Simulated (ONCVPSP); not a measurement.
# An ONCV potential for copper, from input to tests

Task: generate the file, and judge it by its errors in other configurations, its logarithmic derivatives, its ghosts and its cutoff.

Method: ONCVPSP 4.0.1.1 (patched build), PBE, scalar-relativistic.

## (1) Settings

Typed settings, in words:

| Property | Result |
| --- | --- |
| element | copper (Cu, Z = 29) |
| type | optimised norm-conserving Vanderbilt (ONCV) |
| frozen core | [Ne] |
| valence charge | 19 |
| reference configuration | 3s2 3p6 3d9 (charge +2) |
| partial waves | 3s: rc 0.90 bohr, ncon 4, nbas 8, qcut 17.2 1/bohr, 3 projectors, debl 2.1 Ha; 3p: rc 1.15 bohr, ncon 3, nbas 6, qcut 12.9 1/bohr, 2 projectors, debl 0.8 Ha; 3d: rc 1.00 bohr, ncon 4, nbas 9, qcut 15.8 1/bohr, 2 projectors, debl 1.5 Ha |
| local potential | polynomial inside 0.70 bohr (lpopt 3, dvloc0 0 Ha) |
| core correction | Teter function, fcfact 3, rcfact 1.4 |

The outer shells as boxes (Hund's rule for the drawing; the calculation is spin-unpolarised):

```
[Ne] core
3s [↑↓]
3p [↑↓][↑↓][↑↓]
3d [↑↓][↑↓][↑↓][↑↓][↑ ]
```

An earlier all-electron run gives the scale for the radii.

All-electron outer shells of the reference configuration (PBE, scalar-relativistic, ld1.x):

```csv
shell,level (eV),outermost node (bohr),outermost maximum (bohr)
3s,-140.29,0.29,0.61
3p,-97.62,0.26,0.62
3d,-29.63,–,0.60
4s,-22.35,0.88,1.95
4p,-15.35,0.95,2.36
```

## (2) Generation

The input, Cu.dat:

```
# ATOM AND REFERENCE CONFIGURATION
# atsym  z   nc   nv     iexc    psfile
  Cu 29.00    3    3        4      upf
#
#   n    l    f
    1    0    2.00
    2    0    2.00
    2    1    6.00
    3    0    2.00
    3    1    6.00
    3    2    9.00
#
# PSEUDOPOTENTIAL AND OPTIMIZATION
# lmax
    2
#
#   l,   rc,      ep,       ncon, nbas, qcut
    0    0.90    0.00    4    8   17.20
    1    1.15    0.00    3    6   12.90
    2    1.00    0.00    4    9   15.80
#
# LOCAL POTENTIAL
# lloc, lpopt,  rc(5),   dvloc0
    4    3    0.70    0.00
#
# VANDERBILT-KLEINMAN-BYLANDER PROJECTORs
# l, nproj, debl
    0    3    2.10
    1    2    0.80
    2    2    1.50
#
# MODEL CORE CHARGE
# icmod, fcfact, rcfact
    3    3.00    1.40
#
# LOG DERIVATIVE ANALYSIS
# epsh1, epsh2, depsh
   -7.00    5.00    0.04
#
# OUTPUT GRID
# rlmax, drl
    6.00    0.01
#
# TEST CONFIGURATIONS
# ncnf
    4
# nvcnf
#   n    l    f
    4
    3    0    2.00
    3    1    6.00
    3    2   10.00
    4    0    1.00
#
    3
    3    0    2.00
    3    1    6.00
    3    2   10.00
#
    3
    3    0    2.00
    3    1    6.00
    3    2    8.00
#
    4
    3    0    2.00
    3    1    6.00
    3    2   10.00
    4    0    0.50
#
```

Launch:

```
$ oncvpsp.x < Cu.dat > Cu.out
```

Q: Predict the outcome of this session. Wanted: cutoffs for 1 and 0.1 mHa per electron, occupied waves; bound ghosts; GHOST(+) flags; largest test error; largest phase difference near zero energy, channels read; rms error of d²Exc/dn², without and with the model core; projector energies reset by the program.

**Answer**, as computed:

```
                                                quantity                                            value
  cutoffs for 1 and 0.1 mHa per electron, occupied waves                                 97 Ha and 109 Ha
                                            bound ghosts                                       none found
                                          GHOST(+) flags                                     s at 1147 eV
                            largest test error (AE − PS)                        +3.9 meV, for 3s2 3p6 3d8
largest phase difference near zero energy, channels read                                        0.000 rad
 rms error of d²Exc/dn², without and with the model core                                2.33 and 1.66 mHa
                 projector energies reset by the program  s: -5.155, 0.250, 2.350 Ha; p: -3.587, 0.250 Ha
```

In words: The worst unpolarised test, 3s2 3p6 3d8, is off by 3.9 meV on 39.0 eV; by total energies transferability rates as very good. The potential is very hard: the looser tolerance needs 97 Ha. It is free of bound ghosts as far as tested. Near zero energy the phases of the channels with partial waves agree within 0.001 rad. The program also flags highly localised states, GHOST(+) (s).
